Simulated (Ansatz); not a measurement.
**MoN (octet): wave-function methods side by side, def2-TZVPP**

An exercise on one series of results from a longer session: the logs are not shown, and one member is left open.

Computed with Ansatz 0.2.0, Gaussian basis. Level: def2-TZVPP, core rule «outside noble gas», up to 5 orbitals frozen.

The runs, in order: UHF; ROHF; CCSD(T) on UHF.

### The system

The geometry is a PBE0/def2-TZVP stationary point (not a proven minimum) of the parent state, kept for this charge and spin. No spin-orbit coupling is included. Elements past krypton take def2 core potentials.

2 atoms, charge 0, spin multiplicity 8.

Atoms are counted from 1 here; the program's logs count them from 0.

Bond lengths: Mo1–N2 1.834 Å.

Set-up of the first run:

File in.yaml:

```yaml
crystal:
  periodic: [false, false, false]
  atoms:
    - {symbol: Mo, position_ang: [0.000000, 0.000000, 0.000000]}
    - {symbol: N, position_ang: [0.000000, 0.000000, 1.833800]}
basis:
  gaussian: {orbitals: def2-TZVPP}
magnetization: {spin_polarized: true, initial_magnetization: 7}
hamiltonian: {xc: hf}
output: {orbitals: {seedname: orbitals}}
```

Started as:

```
$ ansatz run in.yaml --threads 1 --pin off --events-out ev --progress --plain --max-ram 4096MiB --backend cpu
```

Steps of the session up to this table: UHF; ROHF; CCSD(T) on UHF.

One of the session's tables, all rows but one given; the rest of the session is left out.

```
  method  from UCCSD(T) (kJ/mol)
    ROHF                  +705.5
     UHF                  +681.3
    UMP2                   +85.2
   UCCSD                       ?
UCCSD(T)                       0
```

Estimate the missing values for UCCSD.

The run gave: from UCCSD(T) (kJ/mol): +26.2. In the column «from UCCSD(T) (kJ/mol)» it lies between UCCSD(T) (0) and UMP2 (+85.2).
